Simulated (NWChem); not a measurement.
**PBE/def2-SVP run of C2H3F3 (1,1,2-trifluoroethane)**

Aim: the electronic atomisation energy of C2H3F3 (1,1,2-trifluoroethane) at PBE/def2-SVP, from 4 runs. 

The calculation is run with NWChem 7.3.0.

### Step 1. The system as given

C2H3F3: 8 atoms, total charge 0, spin state singlet. As SMILES, `FCC(F)F`. The coordinates come from a PBE0-D4/def2-TZVP relaxation.

Bond lengths: F1–C2 1.372 Å, C2–C3 1.509 Å, C3–F4 1.352 Å, C3–F5 1.356 Å, C2–H6 1.093 Å, C2–H7 1.093 Å, C3–H8 1.095 Å. Some angles: F1–C2–C3 109.3°, C2–C3–F4 110.4°, C2–C3–F5 108.3°, F4–C3–F5 107.9°, F1–C2–H6 109.4°, F1–C2–H7 109.2°, C3–C2–H6 109.5°, C3–C2–H7 109.4°, C2–C3–H8 113.0°, F4–C3–H8 108.2°.

### Step 2. The energy at PBE/def2-SVP (run 1)

File c2h3f3.nw:

```
start c2h3f3
memory 2200 mb
geometry units atomic noautosym nocenter noautoz
F     -2.15957902    -1.28690349     2.19794046
C     -0.35564646     0.36868557     1.34510706
C      0.32673365    -0.28799426    -1.34416219
F      1.55751227    -2.52429616    -1.42957781
F      1.91183592     1.51858391    -2.23403422
H      1.32602082     0.22468844     2.53695732
H     -1.11210382     2.28940320     1.41219233
H     -1.32054062    -0.41007057    -2.58986965
end
basis "ao basis" spherical bse
F library def2-SVP
C library def2-SVP
H library def2-SVP
end
dft
xc xpbe96 cpbe96
grid fine
convergence energy 1e-08
iterations 100
mulliken
noprint "final vectors analysis"
end
task dft energy
```

Command:

```sh
$ nwchem c2h3f3.nw > c2h3f3.out
```

The log of the run:

```text
Northwest Computational Chemistry Package (NWChem) 7.3.0
             --------------------------------------------------------

           Job information
           ---------------

    nwchem branch   = 7.3.0
    use scalapack   = T
    input           = c2h3f3.nw
    prefix          = c2h3f3.
    data base       = ./c2h3f3.db
    status          = startup
    nproc           =        1

           Memory information
           ------------------

    heap     =     72089600 doubles =      550.0 Mbytes
    stack    =     72089597 doubles =      550.0 Mbytes
    global   =    144179200 doubles =     1100.0 Mbytes (distinct from heap & stack)
    total    =    288358397 doubles =     2200.0 Mbytes
    verify   = yes
    hardfail = no

           Directory information
           ---------------------

  0 permanent = .
  0 scratch   = .

                                NWChem Input Module
                                -------------------

                             Geometry "geometry" -> ""
                             -------------------------

[... 19 lines left out ...]
            Nuclear Dipole moment (a.u.)
[... 81 lines left out ...]
  convergence criterion.
[... 16 lines left out ...]
          Convergence on density requested:  1.00D-05
[... 20 lines left out ...]
          Spatial weights used:  Erf1
[... 3 lines left out ...]
          Convergence aids based upon iterative change in
[... 70 lines left out ...]
         Total DFT energy =     -376.858212895410
[... 1 line left out ...]
           Coulomb energy =      377.005931517924
[... 1 line left out ...]
 Nuclear repulsion energy =      191.359785649963
[... 17 lines left out ...]
     -------------------------------------------
      Total Density - Lowdin Population Analysis
     -------------------------------------------

    Atom       Charge   Shell Charges
 -----------   ------   -------------------------------------------------------
    1 F    9     9.11   1.98  1.02  0.75  3.22  2.14  0.01
    2 C    6     5.93   1.96  0.61  0.30  1.86  1.04  0.16
    3 C    6     5.87   1.96  0.62  0.30  1.78  0.94  0.27
[... 4 lines of this table left out ...]
    8 H    1     0.99   0.66  0.27  0.07

 center of mass
 --------------
 x =   0.27876281 y =  -0.48164590 z =  -0.31497950

 moments of inertia (a.u.)
 ------------------
         460.713257554119         -40.121166885143         212.003235507783
         -40.121166885143         480.918841817077          46.878711856121
         212.003235507783          46.878711856121         390.152061022644

     Multipole analysis of the density
     ---------------------------------

     L   x y z        total         alpha         beta         nuclear
     -   - - -        -----         -----         ----         -------
     0   0 0 0     -0.000000    -21.000000    -21.000000     42.000000

     1   1 0 0     -0.191831     -5.349827     -5.349827     10.507822
[... 8 lines of this table left out ...]
     2   0 0 2    -20.222744    -81.923507    -81.923507    143.624269

 Task  times  cpu:       17.8s     wall:       17.8s
 Total times  cpu:       17.8s     wall:       17.8s
```

Wall time 19 s (1 thread of AMD EPYC 7R43 (Zen 3), shared host); peak memory 0.11 GiB.

### Step 3. The C atom at the same level (run 2)

File geom.nw:

```
start geom
title "C"
memory 2200 mb
charge 0

geometry units angstrom noautosym nocenter noautoz
  C     0.000000    0.000000    0.000000
end

basis spherical bse
  * library def2-SVP
end

dft
  xc xpbe96 cpbe96
  mult 3
  grid fine
  convergence energy 1e-08
  iterations 100
  mulliken
  print low
end

task dft energy
```

Run the same way, it converges to -37.75124 Eh (log not shown).

Run 3 isn't shown in full; the table further down has it.

### Step 4. The H atom at the same level (run 4)

File h.nw:

```
start h
title "H PBE"
memory total 2200 mb
charge 0

geometry units angstrom noautosym nocenter noautoz
   H      0.000000     0.000000     0.000000
end

basis "ao basis" spherical bse
   * library def2-SVP
end

dft
   xc xpbe96 cpbe96
   mult 2
   grid fine
   convergence energy 1e-08
   maxiter 100
   mulliken
   noprint "final vectors analysis"
end

task dft energy
```

Run the same way, it converges to -0.49863 Eh (log not shown).

### Step 5. All runs side by side

```csv
run,level,partner,energy (Eh),wall time
1,PBE/def2-SVP,base,-376.858213,19 s
2,UPBE/def2-SVP,atoms,-37.751236,1.2 s
3,UPBE/def2-SVP,atoms,-99.539757,1.2 s
4,UPBE/def2-SVP,atoms,-0.498629,1 s
```

### Step 6. Results

At PBE/def2-SVP:

| quantity | value |
| --- | --- |
| H atom: total energy | -0.49863 Eh |
| H atom: ⟨S²⟩ | 0.750 |
| electronic atomisation energy | 33.758 eV |

In words: Taking the molecule apart into free atoms costs 33.76 eV (778 kcal/mol), before zero-point energy and without spin-orbit coupling. All runs together took 22 s, the longest 19 s.
